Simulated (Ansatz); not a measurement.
**Niobium, omega (AlB2-type) under r²SCAN: ground state and equation of state**

The plan for niobium in the omega (AlB2-type) structure: relax it, solve it on a dense k-mesh, then scale the cell to 7 volumes from 88 to 112 % of the relaxed one and try a fit of the equation of state. The start is ferromagnetic. The k-meshes are 8×8×11 for the relaxation; 10×10×15 for the dense run; 9×9×13 for the volumes.

Method: DFT r2SCAN, plane waves (500 eV) with PAW, scalar-relativistic; PBE-made PAW files, in Ansatz 0.2.0.

### 1 The system as given

The structure is hexagonal, space group P6/mmm (No. 191). The conventional cell has a = 4.666 Å, b = 4.666 Å, c = 2.860 Å, α = 90.00°, β = 90.00°, γ = 120.00°. Around Nb (site symmetry 6/mmm) lie 14 Nb at 2.86 to 3.05 Å. Nb (site symmetry -6m2) is surrounded by 11 Nb at 2.69 to 3.05 Å.

Structure file:

```cif
data_structure
_symmetry_space_group_name_H-M 'P 1'
_symmetry_Int_Tables_number 1
_cell_length_a 4.6659
_cell_length_b 4.6659
_cell_length_c 2.8602
_cell_angle_alpha 90.000
_cell_angle_beta 90.000
_cell_angle_gamma 120.000
_cell_volume 53.93
loop_
_atom_site_label
_atom_site_type_symbol
_atom_site_fract_x
_atom_site_fract_y
_atom_site_fract_z
_atom_site_occupancy
Nb1 Nb 0.00000 0.00000 0.00000 1
Nb2 Nb 0.33333 0.66667 0.50000 1
Nb3 Nb 0.66667 0.33333 0.50000 1
```

Starting moments (μB): +1 ×3.

### 2 Relaxing cell and atoms

input.yaml reads:

```yaml
crystal:
  lattice:
    - [4.665877109, 0.0, 0.0]
    - [-2.3329385545, 4.0407681073, 0.0]
    - [0.0, 0.0, 2.8601826678]
  atoms:
    - { symbol: Nb, position: [0.0, 0.0, 0.0], spin: 1.0 }
    - { symbol: Nb, position: [0.3333333333, 0.6666666667, 0.5], spin: 1.0 }
    - { symbol: Nb, position: [0.6666666667, 0.3333333333, 0.5], spin: 1.0 }
hamiltonian:
  xc: r2scan
  pseudopotentials:
    kind: paw
    azcp:
      Nb: "pseudopotentials/Nb.paw.azcp"
basis:
  ecutwfc: 500
  fft_grid_basis: typed
kpoints:
  mp_grid: { grid: [8, 8, 11], shift: [0, 0, 0] }
magnetization:
  spin_polarized: true
scf:
  occupations: { method: fermi_dirac, width: 0.05 }
relax:
  max_steps: 60
  f_tol: 0.01
  cell: {}
output:
  write_density: true
  write_potential: true
  elf: true
  volumetric_format: npy
```

Launch:

```
$ ansatz run input.yaml --threads 2 --pin off --max-ram 6144MiB --backend cpu --events-out ev --progress --plain --runs-dir out
```

Further steps of the session: Single point on a dense mesh; Equation of state: 88 %; Equation of state: 92 %; Equation of state: 96 %; Equation of state: 100 %; Equation of state: 104 %; Equation of state: 108 %; Equation of state: 112 %.

Before running it: what results should come out? Wanted: space group; conventional cell; volume; shortest distance; gap on the mesh; magnetic state; relative to bcc; V₀, B₀, B₀′.

The runs gave:

| quantity | value |
| --- | --- |
| space group (spins left aside) | P6/mmm (No. 191) |
| conventional cell | a = 4.877 Å, c = 2.674 Å (c/a = 0.548) |
| volume | 18.359 Å³/atom |
| shortest distance | 2.674 Å |
| gap on the mesh | none (levels filled in part) |
| magnetic state | non-magnetic |
| relative to bcc | +190 meV/atom |
| V₀, B₀, B₀′ | 18.368 Å³/atom, 168 GPa, 3.7 |

**Reading.** From the guessed start the volume grew by 2.1 % in 6 steps. It lies 190 meV/atom above the element's reference form at the same level (bcc, from a run of its own), so it is far from stable. The moments die out: the run ends non-magnetic. No gap shows: it is a metal or semimetal at this level. B₀ comes out at 168 GPa; letting shape and positions relax at each volume could only lower it. Relaxation kept the symmetry; phonons were not checked.
